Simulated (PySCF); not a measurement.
**[TaO2Br2]−: how tightly the ligands are held**

Aim: take one ligand of each kind off [TaO2Br2]−, with both parts rigid, and scan its distance from the metal. The structure is generated, not taken from experiment.

Program: PySCF 2.14.0. Level of theory: PBE, Ta def2-SVP with ECP60, O def2-SVP, Br def2-SVP; scalar-relativistic core potentials, no spin–orbit coupling. These are calculated values, not measurements.

3 further runs of the same task are left out: 2 for a known fault of the program, 1 that didn't finish.

### 1 The system as given

5 atoms, charge -1, spin multiplicity 1.

Bond lengths: Ta1–O2 1.768 Å, Ta1–O3 1.768 Å, Ta1–Br4 2.562 Å, Ta1–Br5 2.562 Å. Angles: O2–Ta1–O3 106.2°, O2–Ta1–Br4 109.2°, O2–Ta1–Br5 109.2°, O3–Ta1–Br4 109.2°, O3–Ta1–Br5 109.2°, Br4–Ta1–Br5 113.4°.

Geometry (Å):

```xyz
5

Ta    0.00000    0.00000    0.45520
O     0.99944    0.99944    1.51735
O    -0.99944   -0.99944    1.51735
Br    1.51459   -1.51459   -0.95091
Br   -1.51459    1.51459   -0.95091
```

Formal oxidation states: Ta +5. An earlier session relaxed this geometry at PBE, Ta def2-SVP with ECP60, O def2-SVP, Br def2-SVP (singlet, point group C2v).

### 2 Rigid scan of O

Atom 2 moves along the line from atom 1; the distance is to the donor, the donors' midpoint or the ring centre. Each point starts from the density of the one before.

| distance (Å) | energy from the relaxed point (eV) |
| --- | --- |
| 1.47 | 3.345 |
| 1.57 | 1.233 |
| 1.67 | 0.256 |
| 1.77 | 0.000 |
| 1.87 | 0.186 |
| 1.97 | 0.636 |
| 2.07 | 1.230 |
| 2.22 | 2.233 |

Run time: 29 s. Hardware: 2 threads of Arm Neoverse V1, shared host.

### 3 Br taken off

The ligand (atom 4) keeps its formal charge and a closed shell where it can; ligand and rest are solved at the complex's geometry, in vacuum, with the settings of the relaxation.

| part | charge | state | energy (Eh) |
| --- | --- | --- | --- |
| complex | -1 | singlet | -5354.511396 |
| ligand | -1 | singlet | -2573.505728 |
| rest | 0 | singlet | -2780.833465 |

It took 3.4 s on 2 threads of Arm Neoverse V1, shared host.

### 4 Rigid scan of Br

Atom 4 moves along the line from atom 1; the distance is to the donor, the donors' midpoint or the ring centre. Each point starts from the density of the one before.

```
distance (Å)  energy from the relaxed point (eV)
        2.26                               0.674
        2.36                               0.258
        2.46                               0.058
        2.56                               0.000
        2.66                               0.044
        2.76                               0.149
        2.96                               0.469
        3.26                               1.028
        3.66                               1.709
        4.16                               2.360
```

It took 32 s on 2 threads of Arm Neoverse V1, shared host.

### 5 What came out

| quantity | value |
| --- | --- |
| stiffness of the O contact | 44.3 eV/Å² |
| taking off Br | 4.69 eV |
| stiffness of the Br contact | 10.2 eV/Å² |

Near 1.77 Å the O contact has a stiffness of about 44.3 eV/Å², and the energy stands 2.23 eV higher at 2.22 Å. Taking off Br as a fragment of charge -1 costs 4.69 eV. Near 2.56 Å the Br contact has a stiffness of about 10.2 eV/Å², and the energy stands 2.36 eV higher at 4.16 Å. The free anion is solved without diffuse functions, no counterpoise correction is made, and the parts aren't relaxed; each of these makes the binding look larger. These are double-zeta-type bases without diffuse functions. Spin–orbit coupling is left out.
